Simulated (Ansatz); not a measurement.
# CuHO: the cost of one run

Program: Ansatz 0.2.0, Gaussian basis. Level of theory: def2-TZVPP, core rule «outside noble gas», up to 10 orbitals frozen. These are calculated values, not measurements.

To be run: UHF; ROHF; CCSD(T) on UHF.

2 further runs of the same task are left out: 2 set aside as unsound or not needed.

## (1) The system

The geometry is a PBE0/def2-TZVP stationary point (not a proven minimum) of the parent state, kept for this charge and spin.

3 atoms, charge 0, spin multiplicity 3.

Atoms are counted from 1 here; the program's logs count them from 0.

Bond lengths: Cu1–O2 1.785 Å, O2–H3 0.961 Å. Angles: Cu1–O2–H3 109.0°.

As a file:

```xyz
3
CuHO
Cu    0.0000    0.0147    0.3807
O     0.0000   -0.1073   -1.4002
H     0.0000    0.7785   -1.7740
```

## (2) UHF

in.yaml reads:

```yaml
crystal:
  periodic: [false, false, false]
  atoms:
    - {symbol: Cu, position_ang: [0.000000, 0.014661, 0.380674]}
    - {symbol: O, position_ang: [0.000000, -0.107274, -1.400192]}
    - {symbol: H, position_ang: [0.000000, 0.778503, -1.774019]}
basis:
  gaussian: {orbitals: def2-TZVPP}
magnetization: {spin_polarized: true, initial_magnetization: 2}
hamiltonian: {xc: hf}
output: {orbitals: {seedname: orbitals}}
```

Launch:

```
ansatz run in.yaml --threads 1 --pin off --events-out ev --progress --plain --max-ram 4096MiB --backend cpu
```

What time and memory should one allow on 1 thread of AMD EPYC 7R13, shared host?

About 15 s, with a peak of 0.32 GiB.
